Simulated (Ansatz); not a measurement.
**CH₄AlClO: a ladder of functionals and wavefunction methods**

How much do the methods differ for CH₄AlClO? The plan is to run it at one geometry with functionals of several rungs and with coupled cluster, and see how far each lands from CCSD(T) at the basis-set limit for the atomisation energy.

Program: Ansatz 0.2.0, Gaussian basis. Level of theory: functionals in def2-TZVPP, the program's frozen cores in correlated methods. These are calculated values, not measurements.

Levels to be run: LDA (SPW92), PBE-D4, revPBE-D4, BLYP-D4, r2SCAN-D4, B97M-V, PBE0-D4, B3LYP-D4, r2SCANh-D4, r2SCAN0-D4, HSE06-D4, BHLYP-D4, CAM-B3LYP-D4, LC-ωPBE, ωB97X-V, ωB97M-V, B2PLYP, PBE-QIDH; CCSD(T)/def2-SVP; CCSD(T)/def2-TZVPP; MP2/def2-QZVPP; extrapolation to the limit; RPA on PBE.

### Step 1. The geometry

An earlier PBE0-D4 in a triple-zeta def2 set relaxation fixed the geometry.

SMILES `O[CH2][AlH][Cl]`, 8 atoms, charge 0, spin multiplicity 1.

Atoms are counted from 1 here; the program's logs count them from 0.

Bond lengths: O1–C2 1.420 Å, O1–H5 0.961 Å, C2–Al3 1.962 Å, C2–H6 1.103 Å, C2–H7 1.099 Å, Al3–Cl4 2.109 Å, Al3–H8 1.577 Å. Angles: C2–O1–H5 109.4°, O1–C2–Al3 115.5°, O1–C2–H6 110.2°, O1–C2–H7 108.1°, Al3–C2–H6 109.1°, Al3–C2–H7 108.8°, H6–C2–H7 104.6°, C2–Al3–Cl4 112.9°, C2–Al3–H8 128.1°, Cl4–Al3–H8 119.0°.

### Step 2. LDA

This LDA is Slater exchange with PW92 correlation.

Contents of in.yaml:

```yaml
crystal:
  periodic: [false, false, false]
  atoms:
    - {symbol: O, position_ang: [-0.021106, 1.628492, -0.438203]}
    - {symbol: C, position_ang: [0.383518, 0.618204, 0.473828]}
    - {symbol: Al, position_ang: [-0.069665, -1.218361, -0.046347]}
    - {symbol: Cl, position_ang: [-1.337056, -1.304324, -1.729404]}
    - {symbol: H, position_ang: [-0.675113, 1.268998, -1.043269]}
    - {symbol: H, position_ang: [-0.031103, 0.821972, 1.475150]}
    - {symbol: H, position_ang: [1.472278, 0.691667, 0.604121]}
    - {symbol: H, position_ang: [0.370546, -2.563649, 0.648324]}
basis:
  gaussian: {orbitals: def2-TZVPP}
hamiltonian: {xc: lda}
output: {orbitals: {seedname: orbitals}}
```

Started as:

```bash
ansatz run in.yaml --threads 2 --pin off --events-out ev --progress --plain --max-ram 4352MiB
```

The runs that follow: PBE-D4 (GGA); revPBE-D4 (GGA); BLYP-D4 (GGA); r2SCAN-D4 (meta-GGA); B97M-V (meta-GGA); B3LYP-D4 (hybrid); r2SCANh-D4 (hybrid); r2SCAN0-D4 (hybrid); HSE06-D4 (hybrid); BHLYP-D4 (hybrid); CAM-B3LYP-D4 (range-separated); LC-ωPBE (range-separated); ωB97X-V (range-separated); ωB97M-V (range-separated); B2PLYP (double hybrid); PBE-QIDH (double hybrid); CCSD(T) in def2-SVP; CCSD(T) in def2-TZVPP; MP2 in def2-QZVPP; RPA on PBE orbitals.

**Question.** What will the summary of the whole plan be? Wanted: atomisation energy, CCSD(T)/CBS; farthest beyond LDA; mean size of error, GGA; mean size of error, meta-GGA; mean size of error, hybrid; mean size of error, range-separated; mean size of error, double hybrid; gap, smallest and largest; T1 diagnostic.

The runs gave:

```
                               quantity                                              value
        atomisation energy, CCSD(T)/CBS                                     643.7 kcal/mol
functionals within 3.2 kcal/mol (0.5 %)  r2SCAN-D4, B97M-V, CAM-B3LYP-D4, ωB97X-V, ωB97M-V
                    farthest beyond LDA                          BHLYP-D4 (-24.7 kcal/mol)
                mean size of error, GGA                                       7.9 kcal/mol
           mean size of error, meta-GGA                                       1.9 kcal/mol
             mean size of error, hybrid                                       9.0 kcal/mol
    mean size of error, range-separated                                       2.0 kcal/mol
      mean size of error, double hybrid                                       9.5 kcal/mol
              gap, smallest and largest          3.87 eV (LDA (SPW92)), 11.05 eV (LC-ωPBE)
                          T1 diagnostic                                             0.0100
triples share of the correlation energy                                              3.7 %
```

The LDA atomisation energy is off by 89.8 kcal/mol (14 %): it overbinds. PBE-D4 misses by +7.0 kcal/mol. Double hybrids carry the basis error of their MP2 part in triple zeta, and no dispersion term here, so their miss is partly the set-up's. The rungs meta-GGA, range-separated miss on average by less than the doubt on the reference (3.2 kcal/mol), so they tie. The reference freezes the cores and leaves out relativity and excitations past (T), so misses under about 3.2 kcal/mol can't be ranked. Hartree-Fock recovers 72 % of the binding; the rest is correlation. CCSD(T) in def2-SVP is off by -41.9 kcal/mol, so the small basis spoils what the method gains. Orbital gaps span 3.9 to 11.0 eV; exact exchange widens them.
